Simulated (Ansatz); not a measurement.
# ZnS: the cost of one run

Computed with Ansatz 0.2.0 (DFT LDA, frozen-core PAW, scalar-relativistic unless said, unless a step's input says otherwise).

The COD entry's cell or inner coordinates are ideal or old and differ from later refinements, so a difference from it is no clean test against experiment.

## (1) The starting structure

The structure is cubic, space group F-43m (No. 216). The conventional cell has a = 5.404 Å, b = 5.404 Å, c = 5.404 Å, α = 90.00°, β = 90.00°, γ = 90.00°. Zn (site symmetry -43m) is surrounded by 4 S at 2.34 Å. Around S (site symmetry -43m) lie 4 Zn at 2.34 Å.

Structure file:

```cif
data_structure
_symmetry_space_group_name_H-M 'F-43m'
_symmetry_Int_Tables_number 216
_cell_length_a 5.4040
_cell_length_b 5.4040
_cell_length_c 5.4040
_cell_angle_alpha 90.000
_cell_angle_beta 90.000
_cell_angle_gamma 90.000
_cell_volume 157.81
loop_
_atom_site_label
_atom_site_type_symbol
_atom_site_symmetry_multiplicity
_atom_site_Wyckoff_symbol
_atom_site_fract_x
_atom_site_fract_y
_atom_site_fract_z
_atom_site_occupancy
Zn1 Zn 4 c 0.25000 0.25000 0.25000 1
S1 S 4 a 0.00000 0.00000 0.00000 1
```

Cartesian axes are those of the input's lattice vectors. The structure goes back to a database entry.

## (2) Cell and atoms relaxed, PAW

File input.yaml:

```yaml
crystal:
  lattice:
    - [0.0, 2.702, 2.702]
    - [2.702, 0.0, 2.702]
    - [2.702, 2.702, 0.0]
  atoms:
    - { symbol: Zn, position: [0.75, 0.75, 0.75] }
    - { symbol: S, position: [0.0, 0.0, 0.0] }
kpoints:
  mp_grid: { grid: [16, 16, 16] }
scf:
  occupations: { method: fermi_dirac, width: 0.08 }
hamiltonian:
  xc: lda
  pseudopotentials: { kind: paw }
relax:
  f_tol: 0.002
  max_steps: 80
  cell: {}
output:
  forces: true
  stress: true
```

Started as:

```
> ansatz run input.yaml --threads 1 --pin off --max-ram 3072MiB --backend cpu --events-out ev --progress --plain --runs-dir out
```

What time and memory should one allow on 1 thread of Arm Neoverse V1, shared host?

About 35 s, with a peak of 0.38 GiB.
